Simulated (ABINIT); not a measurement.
Set up this calculation in ABINIT 10.8.3 (patched build), as the native input.

```
Task                : single point
Functional          : PBE
Potentials or basis : JTH PAW PBE v2.0
Cutoff              : 544 eV
k mesh              : 10 × 10 × 10
Occupations         : fermi-dirac, width 0.05 eV
Spin                : no spin polarisation
Fine-grid cutoff    : 1088.46 eV
```

The structure of SBr3 lies in POSCAR:

```
SBr3
1.0
   -1.9415190000      1.9415190000      8.1206400000
    1.9415190000     -1.9415190000      8.1206400000
    1.9415190000      1.9415190000     -8.1206400000
Br S
3 1
Direct
    0.5000000000      0.5000000000      0.0000000000  Br
    0.2500000000      0.7500000000      0.5000000000  Br
    0.7500000000      0.2500000000      0.5000000000  Br
    0.0000000000      0.0000000000      0.0000000000  S
```

The cell comes from a database or a generator and needn't be the stable form of this composition.

These files were run (other wordings do the same):

run.abi

```
pp_dirpath "./"
pseudos "Br.GGA_PBE-JTH.xml, S.GGA_PBE-JTH.xml"

structure "poscar:POSCAR"
natom 4

ecut 544.227725 eV
pawecutdg 40.0
pawxcdev 0

kptopt 1
ngkpt 10 10 10
nshiftk 1
shiftk 0.0 0.0 0.0

ixc 11

nband 18
occopt 3
tsmear 0.00183747

nstep 100
tolvrs 1.0e-9

iomode 3
prtwf 0
prteig 0
prtebands 0
enunit 1
prtden 1
prtvha 1
prtvclmb 1
prtpot 1
```

Potentials or basis: JTH PAW PBE v2.0.

Launch:

```bash
$ abinit run.abi > log 2>&1
```

Results of the run:

```json
{
  "Pressure": "0.2 GPa",
  "Band gap on the k mesh": "none (metal or under the smearing width)",
  "Valence electrons inside the program's atomic spheres": "Br 4.75, 4.81; S 3.38"
}
```

Caveat: an odd number of electrons without spin polarisation forces a metal; a magnetic or distorted state may lie lower.

Wall time 15 min on 1 thread of Arm Neoverse V1, on a shared host, peak memory 0.55 GiB.
